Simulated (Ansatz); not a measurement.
# CH5AlBrN: how energies converge with the basis set

How large a basis does CH5AlBrN need? Two functionals are run in growing sets.

Computed with Ansatz 0.2.0, Gaussian basis. Level: one geometry, several basis sets.

Levels to be run: PBE0-D4/def2-SVP; ωB97M-V/def2-SVP; PBE0-D4/def2-QZVPP; ωB97M-V/def2-QZVPP; the functionals' def2-TZVPP values are taken from earlier runs.

**1. Structure used throughout**

The geometry comes from an earlier relaxation with PBE0-D4/def2-TZVP; it is a stationary point, not always the lowest conformer.

SMILES `[CH3][Al]([NH2])[Br]`, 9 atoms, charge 0, spin multiplicity 1.

Atoms are counted from 1 here; the program's logs count them from 0.

Bond lengths: C1–Al2 1.937 Å, C1–H5 1.093 Å, C1–H6 1.093 Å, C1–H7 1.094 Å, Al2–N3 1.760 Å, Al2–Br4 2.268 Å, N3–H8 1.007 Å, N3–H9 1.007 Å. Angles: Al2–C1–H5 110.8°, Al2–C1–H6 112.0°, Al2–C1–H7 110.7°, H5–C1–H6 108.1°, H5–C1–H7 106.9°, H6–C1–H7 108.1°, C1–Al2–N3 123.9°, C1–Al2–Br4 120.6°, N3–Al2–Br4 115.5°, Al2–N3–H8 124.9°, Al2–N3–H9 124.5°, H8–N3–H9 110.6°.

**2. PBE0-D4 in def2-SVP**

in.yaml

```yaml
crystal:
  periodic: [false, false, false]
  atoms:
    - {symbol: C, position_ang: [-0.136753, 1.371926, -0.621491]}
    - {symbol: Al, position_ang: [-0.063871, -0.531744, -0.271551]}
    - {symbol: N, position_ang: [0.328771, -1.226429, 1.296867]}
    - {symbol: Br, position_ang: [-0.493157, -2.025998, -1.922576]}
    - {symbol: H, position_ang: [-1.118590, 1.658524, -1.008266]}
    - {symbol: H, position_ang: [0.060416, 1.961639, 0.277037]}
    - {symbol: H, position_ang: [0.598038, 1.654452, -1.380684]}
    - {symbol: H, position_ang: [0.542612, -0.694814, 2.124837]}
    - {symbol: H, position_ang: [0.371032, -2.213957, 1.488824]}
basis:
  gaussian: {orbitals: def2-SVP}
hamiltonian: {xc: pbe0, dispersion: d4}
output: {orbitals: {seedname: orbitals}}
```

After this run come: ωB97M-V in def2-SVP; PBE0-D4 in def2-QZVPP; ωB97M-V in def2-QZVPP.

Before running them: what should the planned runs give, taken together? Wanted: PBE0-D4: double and triple zeta above quadruple; ωB97M-V: double and triple zeta above quadruple.

As calculated:

| quantity | value |
| --- | --- |
| PBE0-D4: double and triple zeta above quadruple | 15.75, 1.80 eV |
| ωB97M-V: double and triple zeta above quadruple | 15.78, 1.74 eV |

**Reading.** For PBE0-D4 the step from double to triple zeta gains 13.94 eV and the next only 1.80 eV. Total energies overstate the basis error of differences, where much of it tends to cancel. The LUMO of ωB97M-V is positive and keeps falling with the basis (1.80 to 0.89 eV): an unbound level that the basis holds in place.
